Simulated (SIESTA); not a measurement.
TiO under changes of volume

One of the cells (11.603 Å³/atom); the others are scaled copies at fixed shape and fractional positions:

```xyz
6
Lattice="4.1137 0.0000 0.0000 0.0000 4.1137 0.0000 0.0000 0.0000 4.1137" Properties=species:S:1:pos:R:3 pbc="T T T"
Ti    2.0569    0.0000    2.0569
Ti    0.0000    2.0569    2.0569
Ti    2.0569    2.0569    0.0000
O     0.0000    0.0000    2.0569
O     2.0569    0.0000    0.0000
O     0.0000    2.0569    0.0000
```

The cell comes from a database or a generator and needn't be the stable form of this composition.

```yaml
Program: SIESTA 5.4.2
Functional: PBEsol
Potentials_or_basis: PseudoDojo 0.4 standard (PBEsol files)
Basis: DZP (energy shift 0.003 Ry; two zetas on semicore shells)
Grid_cutoff: 800 Ry
Energy_shift: 0.003 Ry
k_mesh: 7 × 7 × 7
Occupations: fermi-dirac, width 0.05 eV
Spin: no spin polarisation
```

| volume (Å³/atom) | energy over the lowest point (meV/atom) | pressure (GPa) |
| --- | --- | --- |
| 10.693 | 8.54 | 7.9 |
| 10.920 | ? | ? |
| 11.148 | 0.00 | -1.7 |
| 11.603 | 16.47 | -9.7 |
| 11.830 | 32.67 | -13.0 |
| 12.058 | 53.34 | -15.9 |

Problem. What does the run at 10.920 Å³/atom give?

Solution. Energy over the lowest point 0.83 meV/atom; pressure 3.0 GPa.

Worked out: A Birch-Murnaghan fit of order 3 (a polynomial in V^(-2/3)) to the other rows has its minimum at 11.06 Å³/atom with B0 = V·E''(V) = 223 GPa and B' = 4.2. It gives 0.80 meV/atom at 10.920 Å³/atom, against the run's 0.83, and -dE/dV = 2.9 GPa, against 3.0.

Energies are extrapolated to zero smearing.

Caveats: the basis of atomic orbitals isn't converged, which shifts pressures, moduli and gaps.
